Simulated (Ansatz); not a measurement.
# AlAsH₃+ (singlet): from Hartree-Fock to the top rungs, cc-pVTZ

Aim: climb from Hartree-Fock through coupled cluster for AlAsH₃+ (singlet) at one geometry and basis, and see what each rung misses.

The runs use Ansatz 0.2.0, Gaussian basis; cc-pVTZ, core rule «outside noble gas», up to 19 orbitals frozen.

The runs, in order: UHF; CCSD(T) on RHF; CCSD(T) on UHF; BCCD(T) on RHF; CCSDT(Q) on RHF; CCSDT(Q) on UHF.

9 further runs of the same task are left out: 4 for a known fault of the program, 5 set aside as unsound or not needed.

## (1) The system

The geometry is a PBE0/def2-TZVP stationary point (not a proven minimum) of the parent state, kept for this charge and spin. No spin-orbit coupling is included. The filled d shell of As may be among the frozen orbitals whatever the setting's name suggests; the logs give the count.

5 atoms, charge 1, spin multiplicity 1.

Atoms are counted from 1 here; the program's logs count them from 0.

Bond lengths: Al1–As2 2.440 Å, Al1–H3 1.587 Å, Al1–H4 1.587 Å, As2–H5 1.528 Å. Angles: As2–Al1–H3 121.9°, As2–Al1–H4 117.9°, H3–Al1–H4 120.2°, Al1–As2–H5 91.0°.

## (2) UHF

Contents of in.yaml:

```yaml
crystal:
  periodic: [false, false, false]
  atoms:
    - {symbol: Al, position_ang: [0.000000, 0.020463, 1.750773]}
    - {symbol: As, position_ang: [0.000000, -0.027757, -0.688843]}
    - {symbol: H, position_ang: [0.000000, 1.383794, 2.563130]}
    - {symbol: H, position_ang: [0.000000, -1.367803, 2.519896]}
    - {symbol: H, position_ang: [0.000000, 1.499472, -0.746751]}
basis:
  gaussian: {orbitals: cc-pVTZ}
total_charge: 1
magnetization: {spin_polarized: true, initial_magnetization: 0}
hamiltonian: {xc: hf}
output: {orbitals: {seedname: orbitals}}
```

Run with:

```sh
$ ansatz run in.yaml --threads 1 --pin off --events-out ev --progress --plain --max-ram 4096MiB --backend cpu
```

Further steps of the session: CCSD(T) on RHF; CCSD(T) on UHF; BCCD(T) on RHF; CCSDT(Q) on RHF; CCSDT(Q) on UHF.

Q: Predict the results of all the runs planned. Wanted: RCCSDT(Q) below the RHF energy; RMP2 from RCCSDT(Q); UMP2 from RCCSDT(Q); RCCSD from RCCSDT(Q); RCCSD(T) from RCCSDT(Q); UCCSD(T) from RCCSDT(Q); UCCSDT(Q) from RCCSDT(Q); T1 diagnostic.

**Answer**, as computed:

```
                         quantity                                                   value
   RCCSDT(Q) below the RHF energy                                              -6.2081 eV
              RMP2 from RCCSDT(Q)                                         +30.71 kcal/mol
              UMP2 from RCCSDT(Q)                                         +29.86 kcal/mol
             RCCSD from RCCSDT(Q)                                          +4.85 kcal/mol
          RCCSD(T) from RCCSDT(Q)                                          +0.98 kcal/mol
          UCCSD(T) from RCCSDT(Q)                                          +0.63 kcal/mol
         UCCSDT(Q) from RCCSDT(Q)                                          -0.40 kcal/mol
levels within 1 kcal/mol (43 meV)  RCCSD(T), UCCSD(T), BCCD(T), RCCSDT, UCCSDT, UCCSDT(Q)
                    T1 diagnostic                                                   0.011
```

**Reading.** RCCSD(T) misses by +0.98 kcal/mol, 0.7 % of the correlation energy. These misses are within one basis, not against nature.
